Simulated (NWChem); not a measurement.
# the pair C2H6O···SiH3OF: a chain of runs

Wanted: a single-point energy (singlet C2H9FO2Si, MP2/pcseg-1), then a single-point energy (singlet C2H6O, MP2/pcseg-1), then a single-point energy (singlet SiH3OF, MP2/pcseg-1), then a single-point energy (singlet C2H6O, MP2/pcseg-1), then the energy (singlet SiH3OF, MP2/pcseg-1) of C2H9FO2Si and its partners. 

Program for the calculation: NWChem 7.3.0.

## 1. The system as given

The species is C2H9FO2Si (15 atoms), meant as a singlet with charge 0. The two molecules were placed rigidly side by side, at 1 times their contact distance; the pair isn't optimised.

Bond lengths: C1–C2 1.513 Å, C2–O3 1.413 Å, O10–Si11 1.630 Å, Si11–F12 1.596 Å, C1–H4 1.093 Å, C1–H5 1.092 Å, C1–H6 1.095 Å, C2–H7 1.093 Å, C2–H8 1.099 Å, O3–H9 0.961 Å, O10–H13 0.958 Å, Si11–H14 1.474 Å, Si11–H15 1.482 Å. Some angles: C1–C2–O3 112.9°, O10–Si11–F12 111.0°, C1–C2–H7 110.3°, C1–C2–H8 110.2°, O3–C2–H7 105.5°, O3–C2–H8 110.8°, C2–C1–H4 110.8°, C2–C1–H5 110.6°, C2–C1–H6 111.1°, C2–O3–H9 108.2°.

## 2. A single-point energy at MP2/pcseg-1 (run 1)

File nw.nw:

```
start nw
memory stack 880 mb heap 220 mb global 1100 mb

geometry noautosym nocenter noautoz
C     -0.536400     0.571600    -0.468390
C      0.307400    -0.600000    -0.015290
O      1.205500    -0.261400     1.021610
H     -1.182000     0.285400    -1.302890
H      0.097600     1.400900    -0.788990
H     -1.181600     0.928100     0.340810
H      0.932300    -0.956600    -0.837490
H     -0.337800    -1.437600     0.285610
H      0.695000     0.069600     1.765010
O      0.823570    -4.659610     1.446800
Si     1.190940    -3.897580     2.839620
F     -0.062070    -3.879840     3.828210
H      0.237310    -4.231260     0.821870
H      2.265640    -4.683910     3.471990
H      1.547950    -2.478240     2.608520
end

basis spherical bse
* library pcseg-1
end

scf
nopen 0
rhf
thresh 1e-08
maxiter 80
noprint "final vectors analysis"
end

mp2
freeze core 10
tight
end

task mp2 energy
```

Started as:

```console
nwchem nw.nw > nw.out
```

Log:

```text
[...]
  functions       =   133
[...]
  wavefunction    = RHF
[...]
         Total SCF energy =   -619.051961661399
      One-electron energy =  -1449.030927102958
      Two-electron energy =    531.505070897923
 Nuclear repulsion energy =    298.473894543636
        Time for solution =     25.2s
[...]
          Total MP2 energy          -620.005035880259
[...]
```

It took 33 s on 1 thread of AMD EPYC 9R14 (Zen 4), shared host; peak memory 0.75 GiB.

## 3. C2H6O: a single-point energy at MP2/pcseg-1 (run 2)

File c2h6o.nw:

```
start c2h6o
title "C2H6O"
memory total 2200 mb

geometry units angstroms noautosym nocenter noautoz
 C       -0.536400       0.571600      -0.468390
 C        0.307400      -0.600000      -0.015290
 O        1.205500      -0.261400       1.021610
 H       -1.182000       0.285400      -1.302890
 H        0.097600       1.400900      -0.788990
 H       -1.181600       0.928100       0.340810
 H        0.932300      -0.956600      -0.837490
 H       -0.337800      -1.437600       0.285610
 H        0.695000       0.069600       1.765010
end

basis spherical bse
 * library pcseg-1
end

scf
 thresh 1e-08
 maxiter 80
 noprint "final vectors analysis"
end

mp2
 freeze core 3
 tight
end

task mp2 energy
```

Started as:

```console
nwchem c2h6o.nw > c2h6o.out
```

Log:

```text
[...]
  functions       =    72
[...]
  wavefunction    = RHF
[...]
         Total SCF energy =   -154.040454097748
      One-electron energy =   -371.668364177385
      Two-electron energy =    135.660264046665
 Nuclear repulsion energy =     81.967646032972
        Time for solution =      4.3s
[...]
          Total MP2 energy          -154.522511275724
[...]
```

It took 5.7 s on 1 thread of AMD EPYC 9R14 (Zen 4), shared host; peak memory 0.15 GiB.

## 4. SiH3OF: a single-point energy at MP2/pcseg-1 (run 3)

File test.nw:

```
start test
title "FH3OSi mp2"
memory 2200 mb

geometry units angstroms noautosym nocenter noautoz
  O      0.823570    -4.659610     1.446800
  Si     1.190940    -3.897580     2.839620
  F     -0.062070    -3.879840     3.828210
  H      0.237310    -4.231260     0.821870
  H      2.265640    -4.683910     3.471990
  H      1.547950    -2.478240     2.608520
end

basis spherical bse
  * library pcseg-1
end

scf
  thresh 1e-08
  maxiter 80
  print low
end

mp2
  freeze core 7
  tight
end

task mp2 energy
```

Started as:

```console
nwchem test.nw > test.out
```

Log:

```text
[...]
  functions       =    61
[...]
  wavefunction    = RHF
[...]
         Total SCF energy =   -465.011300436356
      One-electron energy =   -883.476865479276
      Two-electron energy =    298.937143485737
 Nuclear repulsion energy =    119.528421557183
        Time for solution =      4.4s
[...]
          Total MP2 energy          -465.480457903267
[...]
```

It took 6 s on 1 thread of AMD EPYC 9R14 (Zen 4), shared host; peak memory 0.13 GiB.

## 5. C2H6O among ghost functions: a single-point energy at MP2/pcseg-1 (with ghost functions) (run 4)

File run.nw:

```
start run
title "C2H6O mp2"
memory 2200 mb
geometry units au noautosym nocenter noautoz
   C  -1.01364909  1.08016745 -0.88512882
   C   0.58090181 -1.13383567 -0.02889391
   O   2.27806484 -0.49397441  1.93056311
   H  -2.23365628  0.53932784 -2.46210527
   H   0.18443727  2.64731733 -1.49097502
   H  -2.23290039  1.75385482  0.64403756
   H   1.76179167 -1.80771201 -1.58262673
   H  -0.63834948 -2.71667028  0.53972468
   H   1.31335966  0.13152494  3.33538551
   bqO      1.556322    -8.805387     2.734056
   bqSi     2.250550    -7.365359     5.366104
   bqF     -0.117295    -7.331835     7.234268
   bqH      0.448451    -7.995923     1.553109
   bqH      4.281439    -8.851307     6.561110
   bqH      2.925202    -4.683195     4.929388
end
basis spherical bse
   C library pcseg-1
   O library pcseg-1
   H library pcseg-1
   bqO library O pcseg-1
   bqSi library Si pcseg-1
   bqF library F pcseg-1
   bqH library H pcseg-1
end
scf
   singlet
   rhf
   thresh 1e-08
   maxiter 80
   print low
end
mp2
   freeze core 3
   tight
end
task mp2 energy
```

Started as:

```console
nwchem run.nw > run.out
```

Log:

```text
[...]
  functions       =   133
[...]
  wavefunction    = RHF
[...]
         Total SCF energy =   -154.041415453279
      One-electron energy =   -371.649776199839
      Two-electron energy =    135.640720578429
 Nuclear repulsion energy =     81.967640168131
        Time for solution =     19.4s
[...]
          Total MP2 energy          -154.524272249733
[...]
```

It took 26 s on 1 thread of AMD EPYC 9R14 (Zen 4), shared host; peak memory 0.48 GiB.

## 6. SiH3OF among ghost functions: a single-point energy at MP2/pcseg-1 (with ghost functions) (run 5)

File mymol.nw:

```
start mymol
memory stack 880 mb heap 220 mb global 1100 mb
geometry units atomic noautosym nocenter noautoz
  O    1.55632174  -8.80538675   2.73405576
  Si   2.25055043  -7.36535875   5.36610410
  F   -0.11729530  -7.33183501   7.23426845
  H    0.44845091  -7.99592256   1.55310921
  H    4.28143910  -8.85130709   6.56111021
  H    2.92520155  -4.68319487   4.92938839
  bqC     -1.013649     1.080167    -0.885129
  bqC      0.580902    -1.133836    -0.028894
  bqO      2.278065    -0.493974     1.930563
  bqH     -2.233656     0.539328    -2.462105
  bqH      0.184437     2.647317    -1.490975
  bqH     -2.232900     1.753855     0.644038
  bqH      1.761792    -1.807712    -1.582627
  bqH     -0.638349    -2.716670     0.539725
  bqH      1.313360     0.131525     3.335386
end
basis "ao basis" spherical bse
  O library pcseg-1
  Si library pcseg-1
  F library pcseg-1
  H library pcseg-1
  bqC library C pcseg-1
  bqO library O pcseg-1
  bqH library H pcseg-1
end
scf
  thresh 1e-08
  maxiter 80
  print low
end
mp2
  freeze core 7
  tight
end
task mp2 energy
```

Started as:

```console
nwchem mymol.nw > mymol.out
```

Log:

```text
[...]
  functions       =   133
[...]
  wavefunction    = RHF
[...]
         Total SCF energy =   -465.011691759450
      One-electron energy =   -883.473828737605
      Two-electron energy =    298.933724021212
 Nuclear repulsion energy =    119.528412956943
        Time for solution =     21.1s
[...]
          Total MP2 energy          -465.481165639835
[...]
```

Wall time 28 s (1 thread of AMD EPYC 9R14 (Zen 4), shared host); peak memory 0.47 GiB.

## 7. Summary of results

```
                                                                                                                   quantity          value
                                                                                           run 1, MP2/pcseg-1: total energy  -620.00504 Eh
                                                           run 1, MP2/pcseg-1: correlation energy (10 core orbitals frozen)     -953.1 mEh
                                                                                                        C2H6O: total energy  -154.52251 Eh
                                                                         C2H6O: correlation energy (3 core orbitals frozen)     -482.1 mEh
                                                                                                       SiH3OF: total energy  -465.48046 Eh
                                                                        SiH3OF: correlation energy (7 core orbitals frozen)     -469.2 mEh
                                                                                  C2H6O among ghost functions: total energy  -154.52427 Eh
                                                   C2H6O among ghost functions: correlation energy (3 core orbitals frozen)     -482.9 mEh
                                                                                 SiH3OF among ghost functions: total energy  -465.48117 Eh
                                                  SiH3OF among ghost functions: correlation energy (7 core orbitals frozen)     -469.5 mEh
              interaction energy of the rigid parts C2H6O and SiH3OF (parts in their own basis; closest atoms 2.75 Å apart)      -0.056 eV
interaction energy of the rigid parts C2H6O and SiH3OF (parts in the whole basis, counterpoise; closest atoms 2.75 Å apart)       0.011 eV
```

In words: The interaction energy of the rigid parts C2H6O and SiH3OF (parts in their own basis; closest atoms 2.75 Å apart) is −0.06 eV (−1.3 kcal/mol). Without counterpoise this holds the superposition error of the basis. The interaction energy of the rigid parts C2H6O and SiH3OF (parts in the whole basis, counterpoise; closest atoms 2.75 Å apart) is 0.01 eV (1.1 kJ/mol). The basis-set superposition error is 6.5 kJ/mol. It is larger than the uncorrected attraction, which is thus an artefact of the basis.
